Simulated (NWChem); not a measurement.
# AlH2SF3 (SMILES [F][Al]([F])([F])<-[SH2]): levels of theory compared

Aim: a comparison of 4 runs (HF/STO-3G, HF/3-21G, B3LYP/6-31G*) of AlH2SF3. 

The calculation is run with NWChem 7.3.0.

**1. The molecule**

AlH2SF3: 7 atoms, total charge 0, spin state singlet. SMILES: `[F][Al]([F])([F])<-[SH2]`. Geometry: a GFN2-xTB relaxation, a rough one for these elements and not checked as a minimum.

Bond lengths: Al1–S2 2.473 Å, Al1–F5 1.643 Å, Al1–F6 1.653 Å, Al1–F7 1.643 Å, S2–H3 1.334 Å, S2–H4 1.334 Å. Angles: S2–Al1–F5 98.8°, S2–Al1–F6 93.4°, S2–Al1–F7 98.6°, F5–Al1–F6 117.1°, F5–Al1–F7 121.4°, F6–Al1–F7 117.1°, Al1–S2–H3 90.3°, Al1–S2–H4 90.1°, H3–S2–H4 92.6°.

**2. Energy and gradient at HF/STO-3G (run 1)**

Contents of m1.nw:

```
start m1
title "AlF3H2S"
memory 2200 mb

geometry units angstroms noautosym nocenter noautoz
 Al     0.139410    -0.238690    -0.977540
 S      0.146750    -0.246790     1.495460
 H      0.511290     1.036380     1.505460
 H     -1.151450     0.059610     1.503580
 F      1.761120    -0.180430    -1.233560
 F     -0.688880     1.188410    -1.069040
 F     -0.718240    -1.618490    -1.224370
end

basis "ao basis" spherical bse
 Al library STO-3G
 S library STO-3G
 H library STO-3G
 F library STO-3G
end

scf
 thresh 1e-08
 maxiter 80
end

task scf gradient
```

Started as:

```console
$ nwchem m1.nw > m1.out
```

Standard output:

```text
[...]
  functions       =    35
[...]
  wavefunction    = RHF
[...]
         Total SCF energy =   -927.587012254102
      One-electron energy =  -1904.978814736028
      Two-electron energy =    675.049738910388
 Nuclear repulsion energy =    302.342063571537
        Time for solution =      2.3s
[...]
                         RHF ENERGY GRADIENTS
    atom               coordinates                        gradient
                 x          y          z           x          y          z
   1 Al      0.263447  -0.451059  -1.847283    0.002126  -0.003142   0.002272
   2 S       0.277317  -0.466365   2.826010    0.003615  -0.006292   0.013210
   3 H       0.966198   1.958474   2.844907   -0.000659   0.001545  -0.005185
   4 H      -2.175925   0.112647   2.841354   -0.000956   0.001312  -0.005256
   5 F       3.328034  -0.340963  -2.331090    0.024602   0.002049  -0.002340
   6 F      -1.301794   2.245769  -2.020193   -0.014573   0.025086  -0.000540
   7 F      -1.357277  -3.058503  -2.313724   -0.014154  -0.020558  -0.002160
[...]
```

Wall time 3.6 s (1 thread of Intel Xeon Platinum 8259CL at 2.50GHz (Skylake/Cascade Lake), shared host); peak memory 0.1 GiB.

**3. Energy and forces at HF/3-21G (run 2)**

Contents of run.py:

```python
from ase import Atoms
from ase.calculators.nwchem import NWChem

mol = Atoms(['Al', 'S', 'H', 'H', 'F', 'F', 'F'], positions=[
    [0.139410, -0.238690, -0.977540],
    [0.146750, -0.246790, 1.495460],
    [0.511290, 1.036380, 1.505460],
    [-1.151450, 0.059610, 1.503580],
    [1.761120, -0.180430, -1.233560],
    [-0.688880, 1.188410, -1.069040],
    [-0.718240, -1.618490, -1.224370],
])

calc = NWChem(
    label='alf3h2s',
    theory='scf',
    memory='2200 mb',
    basis='3-21G',
    basispar='spherical bse',
    scf={'nopen': '0', 'rhf': None, 'thresh': '1e-08', 'maxiter': '80'},
)
mol.calc = calc

forces = mol.get_forces()
e = mol.get_potential_energy()
print(f"E = {e:.6f} eV")
print("forces (eV/A):")
for s, f in zip(mol.symbols, forces):
    print(f"{s:2s} {f[0]:10.5f} {f[1]:10.5f} {f[2]:10.5f}")
print("dipole (e A):", mol.get_dipole_moment().round(4))
```

Started as:

```console
$ export ASE_NWCHEM_COMMAND="nwchem PREFIX.nwi > PREFIX.nwo"
$ python run.py
```

Standard output:

```text
E = -25422.368646 eV
forces (eV/A):
Al    0.07636   -0.14830   -0.37584
S    -0.06747    0.11925    0.00530
H     0.41019    0.37461    0.36916
H    -0.53062   -0.17468    0.37152
F    -0.21227   -0.02977   -0.17591
F     0.18630   -0.32144   -0.01954
F     0.13755    0.18029   -0.17463
dipole (e A): [-0.174   0.2995  0.7383]
```

The calculator wrote alf3h2s.nwi:

```
title "alf3h2s"

permanent_dir alf3h2s

scratch_dir alf3h2s

start alf3h2s

geometry units angstrom nocenter noautosym noautoz
  Al 1.3941000000000001e-01 -2.3869000000000001e-01 -9.7753999999999996e-01
  S  1.4674999999999999e-01 -2.4679000000000001e-01 1.4954600000000000e+00
  H  5.1129000000000002e-01 1.0363800000000001e+00 1.5054600000000000e+00
  H  -1.1514500000000001e+00 5.9610000000000003e-02 1.5035799999999999e+00
  F  1.7611200000000000e+00 -1.8043000000000001e-01 -1.2335600000000000e+00
  F  -6.8888000000000005e-01 1.1884100000000000e+00 -1.0690400000000000e+00
  F  -7.1823999999999999e-01 -1.6184900000000000e+00 -1.2243700000000000e+00
end

memory 2200 mb

basis spherical bse noprint
   * library 3-21G
end

scf
  nopen 0
  rhf
  thresh 1e-08
  maxiter 80
end

task scf gradient
```

alf3h2s.nwo:

```text
Northwest Computational Chemistry Package (NWChem) 7.3.0
             --------------------------------------------------------

           Job information
           ---------------

    nwchem branch   = 7.3.0
    use scalapack   = T
    input           = alf3h2s.nwi
    prefix          = alf3h2s.
    data base       = alf3h2s/alf3h2s.db
    status          = startup
    nproc           =        1

           Memory information
           ------------------

    heap     =     72089594 doubles =      550.0 Mbytes
    stack    =     72089599 doubles =      550.0 Mbytes
    global   =    144179200 doubles =     1100.0 Mbytes (distinct from heap & stack)
    total    =    288358393 doubles =     2200.0 Mbytes
    verify   = yes
    hardfail = no

[... 138 lines left out ...]
 Convergence threshold     :          1.000E-08
[... 13 lines left out ...]
       Final RHF  results
[... 3 lines left out ...]
      One-electron energy =  -1904.412889009679
[... 1 line left out ...]
 Nuclear repulsion energy =    302.342063571537
[... 47 lines left out ...]
                       ROHF Final Molecular Orbital Analysis
[... 235 lines left out ...]
                 ----------------------------------------
                 |  Time  |  1-e(secs)   |  2-e(secs)   |
                 ----------------------------------------
                 |  CPU   |       0.00   |       0.84   |
                 ----------------------------------------
                 |  WALL  |       0.00   |       0.84   |
                 ----------------------------------------

 Task  times  cpu:        3.8s     wall:        3.8s
 Total times  cpu:        3.8s     wall:        3.8s
```

Run time: 5.1 s. Hardware: 1 thread of Intel Xeon Platinum 8259CL at 2.50GHz (Skylake/Cascade Lake), shared host; peak memory 0.1 GiB.

Run 3 isn't shown in full; the table further down has it.

**4. Energy and gradient at B3LYP/6-31G(d) (Cartesian functions) (run 4)**

Contents of alf3h2s.nw:

```
start alf3h2s
title "AlF3H2S B3LYP"
memory stack 880 mb heap 220 mb global 1100 mb

geometry noautosym nocenter noautoz
  Al    0.139410   -0.238690   -0.977540
  S     0.146750   -0.246790    1.495460
  H     0.511290    1.036380    1.505460
  H    -1.151450    0.059610    1.503580
  F     1.761120   -0.180430   -1.233560
  F    -0.688880    1.188410   -1.069040
  F    -0.718240   -1.618490   -1.224370
end

basis
  * library 6-31G*
end

dft
  xc b3lyp
  grid xfine
  convergence energy 1e-08
  iterations 100
  mulliken
  print medium
end

task dft gradient
```

Started as:

```console
$ nwchem alf3h2s.nw > alf3h2s.out
```

Standard output:

```text
[...]
          Wavefunction type:  closed shell.
          No. of atoms     :     7
          No. of electrons :    58
[...]
          Charge           :     0
          Spin multiplicity:     1
[...]
          AO basis - number of functions:    87
[...]
              XC Information
              --------------
                         B3LYP Method XC Potential
                     Hartree-Fock (Exact) Exchange  0.200
                        Slater Exchange Functional  0.800 local
                    Becke 1988 Exchange Functional  0.720 non-local
              Lee-Yang-Parr Correlation Functional  0.810
                  VWN I RPA Correlation Functional  0.190 local
[...]
 d= 0,ls=0.0,diis     1   -941.4286132403 -1.24D+03  2.36D-02  1.46D+00     4.5
[...]
 d= 0,ls=0.0,diis     8   -941.5832079794 -4.42D-09  4.36D-06  1.32D-07    29.7
         Total DFT energy =     -941.583207979359
      One electron energy =    -1910.935383194109
           Coulomb energy =      743.784421087464
    Exchange-Corr. energy =      -76.774309444251
 Nuclear repulsion energy =      302.342063571537
[...]
      Total Density - Mulliken Population Analysis
     ---------------------------------------------
    Atom       Charge   Shell Charges
 -----------   ------   -------------------------------------------------------
    1 Al  13    11.88   2.00  1.99  5.97  0.67  0.86 -0.04  0.21  0.22
    2 S   16    16.15   2.00  1.99  5.97  1.41  3.14  0.51  1.08  0.05
    3 H    1     0.82   0.50  0.32
    4 H    1     0.82   0.50  0.32
    5 F    9     9.44   1.99  0.94  3.32  0.97  2.17  0.06
    6 F    9     9.45   1.99  0.94  3.32  0.97  2.18  0.06
    7 F    9     9.44   1.99  0.94  3.32  0.97  2.17  0.06
[...]
  wavefunction    = closed shell
                         DFT ENERGY GRADIENTS
    atom               coordinates                        gradient
                 x          y          z           x          y          z
   1 Al      0.263447  -0.451059  -1.847283    0.001066  -0.001515  -0.005141
   2 S       0.277317  -0.466365   2.826010   -0.004600   0.007760  -0.000451
   3 H       0.966198   1.958474   2.844907   -0.003373  -0.008165  -0.002675
   4 H      -2.175925   0.112647   2.841354    0.008821  -0.001048  -0.002698
   5 F       3.328034  -0.340963  -2.331090   -0.007213   0.000883   0.003996
   6 F      -1.301794   2.245769  -2.020193    0.002582  -0.004447   0.003021
   7 F      -1.357277  -3.058503  -2.313724    0.002716   0.006533   0.003949
[...]
```

Wall time 40 s (1 thread of Intel Xeon Platinum 8259CL at 2.50GHz (Skylake/Cascade Lake), shared host); peak memory 0.14 GiB.

**5. The series**

| run | level | iteration cap | module | energy (Eh) | dipole moment (D) | HOMO energy (eV) | LUMO energy (eV) | wall time |
| --- | --- | --- | --- | --- | --- | --- | --- | --- |
| 1 | HF/STO-3G | 80 | scf | -927.587012 | 3.48 | -9.20 | 10.47 | 3.6 s |
| 2 | HF/3-21G | 80 | scf | -934.254823 | 3.92 | -13.41 | 3.23 | 5.1 s |
| 3 | B3LYP/6-31G* (spherical functions) | 100 | dft | -941.573794 | 4.06 | -9.37 | -0.89 | 40 s |
| 4 | B3LYP/6-31G* (Cartesian functions) | 100 | dft | -941.583208 | 4.06 | -9.37 | -0.89 | 40 s |

**6. Outcome**

```
                       quantity          value
            run 4: total energy  -941.58321 Eh
           run 4: dipole moment         4.06 D
             run 4: HOMO energy       -9.37 eV
             run 4: LUMO energy       -0.89 eV
           run 4: HOMO–LUMO gap        8.48 eV
run 4: largest force on an atom     0.477 eV/Å
```

In words: The dipole moment (its size) runs from 3.48 D (HF/STO-3G) to 4.06 D (B3LYP/6-31G*). The two ends differ in method and basis. The HOMO–LUMO gap runs from 8.48 eV (B3LYP/6-31G*) to 19.68 eV (HF/STO-3G). In run 1 the basis is minimal, so the values are rough. All runs together took 89 s, the longest 40 s.
